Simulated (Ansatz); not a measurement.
**Cu: a tetragonal deformation path**

The task here is to estimate one member of a computed series from the others.

Computed with Ansatz 0.2.0 (DFT r2SCAN, scalar-relativistic, plane waves, PAW, unless a step's input says otherwise).

### The starting structure

Symmetry: I4/mmm, No. 139, tetragonal system. The conventional cell has a = 2.886 Å, b = 2.886 Å, c = 2.752 Å, α = 90.00°, β = 90.00°, γ = 90.00°. Around Cu (site symmetry 4/mmm) lie 10 Cu at 2.46 to 2.75 Å.

As a file:

```xyz
1
Lattice="-1.4428 1.4428 1.3761 1.4428 -1.4428 1.3761 1.4428 1.4428 -1.3761" Properties=species:S:1:pos:R:3 pbc="T T T"
Cu    0.0000    0.0000    0.0000
```

It goes back to an entry of the Materials Project, which need not be the stable form.

The cell is taken as given, not relaxed at this level.

### The reference cell

The reference gives a free energy of -6631.2034 eV, pressure 0.29 GPa, largest force 0.000 eV/Å and gap on the mesh none (metal). It was computed beforehand with the settings of the runs below.

The first run:

At fixed volume and fractional coordinates, lengths along (0.000, 0.000, 1.000) are scaled against those across it; ρ is that ratio over its starting value.

The input, input.yaml:

```yaml
crystal:
  lattice:
    - [-1.5231095727, 1.5231095727, 1.2347814342]
    - [1.5231095727, -1.5231095727, 1.2347814342]
    - [1.5231095727, 1.5231095727, -1.2347814342]
  atoms:
    - { symbol: Cu, position: [0.0, 0.0, 0.0] }
basis:
  ecutwfc: 500
kpoints:
  mp_grid: { grid: [26, 26, 26] }
hamiltonian:
  xc: r2scan
scf:
  occupations: { method: gaussian, width: 0.15 }
output:
  forces: true
  stress: true
  eigenvalues: true
```

On the command line:

```sh
$ ansatz run input.yaml --threads 1 --pin off --max-ram 2560MiB --backend cpu --events-out ev --progress --plain --runs-dir out
```

Among the steps run: Point ρ = 0.850; ρ = 1.200; At ρ = 0.920; ρ = 1.100; ρ = 0.960; ρ = 1.050; Point ρ = 0.800.

One table of the session follows, with a row left open; its other results are not shown here.

The scan, with free energies counted from the undisturbed cell:

| ρ | ΔE (meV/atom) | pressure (GPa) |
| --- | --- | --- |
| 0.800 | 73.9 | 4.6 |
| 0.850 | 29.1 | 2.4 |
| 0.920 | ? | ? |
| 0.960 | 0.7 | 0.4 |
| 1.000 | 0.0 | 0.3 |
| 1.050 | 0.0 | 0.2 |
| 1.100 | -0.8 | 0.3 |
| 1.200 | -8.0 | 0.3 |

Q: Estimate the row for ρ = 0.920 from the others.

Worked estimate for «ΔE (meV/atom)». A straight line through the neighbours (0.850, 29.1) and (0.960, 0.7) gives 29.1 + (0.7 − 29.1) × (0.920 − 0.850) / (0.960 − 0.850) = 11.0; a parabola fitted to 4 rows on both sides gives 1.4.

**Answer.** ΔE (meV/atom): 4.4; pressure (GPa): 0.8. In «ΔE (meV/atom)» the line misses by +6.6 and the parabola by -3.0.
